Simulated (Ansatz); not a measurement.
# C₃H₉AlS: up Jacob's ladder to CCSD(T)

The task here is to estimate one member of a computed series from the others.

Computed with Ansatz 0.2.0, Gaussian basis. Level: functionals in def2-TZVPP, the program's frozen cores in correlated methods.

The runs, in order: PBE-D4, r2SCAN-D4, PBE0-D4, B3LYP-D4, ωB97X-V, ωB97M-V, B2PLYP; CCSD(T)/def2-TZVPP; MP2/def2-QZVPP; extrapolation to the limit.

### The geometry

All runs share one geometry, relaxed beforehand with PBE0-D4 in a triple-zeta def2 set.

SMILES `CSC[CH2][AlH2]`, 14 atoms, charge 0, spin multiplicity 1.

Atoms are counted from 1 here; the program's logs count them from 0.

Bond lengths: C1–S2 1.797 Å, C1–H6 1.090 Å, C1–H7 1.090 Å, C1–H8 1.090 Å, S2–C3 1.836 Å, C3–C4 1.527 Å, C3–H9 1.092 Å, C3–H10 1.093 Å, C4–Al5 2.000 Å, C4–H11 1.092 Å, C4–H12 1.094 Å, Al5–H13 1.603 Å, Al5–H14 1.593 Å. Angles: S2–C1–H6 109.9°, S2–C1–H7 110.2°, S2–C1–H8 107.1°, H6–C1–H7 111.0°, H6–C1–H8 109.1°, H7–C1–H8 109.5°, C1–S2–C3 103.9°, S2–C3–C4 104.4°, S2–C3–H9 106.1°, S2–C3–H10 109.1°, C4–C3–H9 111.2°, C4–C3–H10 116.8°, H9–C3–H10 108.7°, C3–C4–Al5 96.4°, C3–C4–H11 111.1°, C3–C4–H12 110.4°, Al5–C4–H11 119.0°, Al5–C4–H12 112.1° and more.

The first run:

File in.yaml:

```yaml
crystal:
  periodic: [false, false, false]
  atoms:
    - {symbol: C, position_ang: [-1.915128, 0.670097, -0.787684]}
    - {symbol: S, position_ang: [-1.049930, -0.589501, 0.158125]}
    - {symbol: C, position_ang: [0.548948, -0.783139, -0.723163]}
    - {symbol: C, position_ang: [1.593300, -0.821883, 0.390601]}
    - {symbol: Al, position_ang: [0.679895, 0.486140, 1.595972]}
    - {symbol: H, position_ang: [-2.170151, 0.282942, -1.773951]}
    - {symbol: H, position_ang: [-1.301803, 1.567353, -0.867282]}
    - {symbol: H, position_ang: [-2.833410, 0.903020, -0.248177]}
    - {symbol: H, position_ang: [0.664208, 0.109748, -1.341973]}
    - {symbol: H, position_ang: [0.493599, -1.657603, -1.376509]}
    - {symbol: H, position_ang: [2.586807, -0.582150, 0.005851]}
    - {symbol: H, position_ang: [1.643685, -1.822003, 0.830956]}
    - {symbol: H, position_ang: [0.605962, 1.979405, 1.016501]}
    - {symbol: H, position_ang: [0.441018, 0.228473, 3.149631]}
basis:
  gaussian: {orbitals: def2-TZVPP}
hamiltonian: {xc: pbe, dispersion: d4}
output: {forces: true, orbitals: {seedname: orbitals}}
```

Command:

```console
$ ansatz run in.yaml --threads 4 --pin off --events-out ev --progress --plain --max-ram 10444MiB
```

Among the steps run: PBE-D4 (GGA); r2SCAN-D4 (meta-GGA); PBE0-D4 (hybrid); B3LYP-D4 (hybrid); ωB97X-V (range-separated); ωB97M-V (range-separated); B2PLYP (double hybrid); CCSD(T) in def2-TZVPP; MP2 in def2-QZVPP.

One of the session's tables, all rows but one given; the rest of the session is left out.

It belongs to the step «Atomisation energies». 

```
            method  atomisation energy (kcal/mol)
            PBE-D4                              ?
         r2SCAN-D4                         1176.2
           PBE0-D4                         1175.9
          B3LYP-D4                         1169.9
           ωB97X-V                         1176.4
           ωB97M-V                         1176.6
            B2PLYP                         1155.8
     HF/def2-TZVPP                          873.8
    MP2/def2-TZVPP                         1152.9
   CCSD/def2-TZVPP                         1129.1
CCSD(T)/def2-TZVPP                         1144.3
           MP2/CBS                         1180.6
       CCSD(T)/CBS                         1172.1
```

Q: Estimate the row for PBE-D4 from the others.

The run gave: atomisation energy (kcal/mol): 1187.1. In the column «atomisation energy (kcal/mol)» it is the highest.
